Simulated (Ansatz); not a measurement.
**CH₆B₂BrN: how energies converge with the basis set**

Aim: see how fast density functionals converge with the basis set for CH₆B₂BrN.

Method: one geometry, several basis sets; program: Ansatz 0.2.0, Gaussian basis.

Plan: PBE0-D4/def2-SVP; ωB97M-V/def2-SVP; PBE0-D4/def2-QZVPP; ωB97M-V/def2-QZVPP; the functionals' def2-TZVPP values are taken from earlier runs.

## (1) Structure used throughout

An earlier PBE0-D4 in a triple-zeta def2 set relaxation fixed the geometry.

11 atoms, charge 0, spin multiplicity 1.

Atoms are counted from 1 here; the program's logs count them from 0.

Bond lengths: C1–B2 1.559 Å, C1–H6 1.103 Å, C1–H7 1.093 Å, C1–H8 1.091 Å, B2–B3 1.672 Å, B2–H9 1.204 Å, B3–N4 1.383 Å, B3–Br5 1.965 Å, N4–H10 1.007 Å, N4–H11 1.006 Å. Angles: B2–C1–H6 104.4°, B2–C1–H7 113.8°, B2–C1–H8 115.9°, H6–C1–H7 105.1°, H6–C1–H8 106.9°, H7–C1–H8 109.9°, C1–B2–B3 123.9°, C1–B2–H9 117.6°, B3–B2–H9 118.4°, B2–B3–N4 134.1°, B2–B3–Br5 108.4°, N4–B3–Br5 117.5°, B3–N4–H10 123.1°, B3–N4–H11 122.6°, H10–N4–H11 114.3°.

## (2) PBE0-D4 in def2-SVP

in.yaml reads:

```yaml
crystal:
  periodic: [false, false, false]
  atoms:
    - {symbol: C, position_ang: [-0.743404, 0.753069, -1.446055]}
    - {symbol: B, position_ang: [-0.847561, 0.147972, -0.013273]}
    - {symbol: B, position_ang: [0.471564, -0.172513, 0.962226]}
    - {symbol: N, position_ang: [1.291533, -1.272125, 1.140935]}
    - {symbol: Br, position_ang: [0.848352, 1.426550, 2.040098]}
    - {symbol: H, position_ang: [-0.919187, -0.103735, -2.118657]}
    - {symbol: H, position_ang: [-1.536398, 1.467332, -1.681129]}
    - {symbol: H, position_ang: [0.226314, 1.174005, -1.715608]}
    - {symbol: H, position_ang: [-1.948695, -0.060560, 0.425639]}
    - {symbol: H, position_ang: [2.057969, -1.286627, 1.793797]}
    - {symbol: H, position_ang: [1.164713, -2.130568, 0.632729]}
basis:
  gaussian: {orbitals: def2-SVP}
hamiltonian: {xc: pbe0, dispersion: d4}
output: {orbitals: {seedname: orbitals}}
```

Launch:

```console
ansatz run in.yaml --threads 4 --pin off --events-out ev --progress --plain --max-ram 10444MiB
```

Further steps of the session: ωB97M-V in def2-SVP; PBE0-D4 in def2-QZVPP; ωB97M-V in def2-QZVPP.

Before running them: what should the planned runs give, taken together? Wanted: PBE0-D4: double and triple zeta above quadruple; ωB97M-V: double and triple zeta above quadruple.

As calculated:

| quantity | value |
| --- | --- |
| PBE0-D4: double and triple zeta above quadruple | 14.54, 1.67 eV |
| ωB97M-V: double and triple zeta above quadruple | 14.67, 1.60 eV |

PBE0-D4 gains 12.87 eV from double to triple zeta, then 1.67 eV more. Total energies overstate the basis error of differences, where much of it tends to cancel.
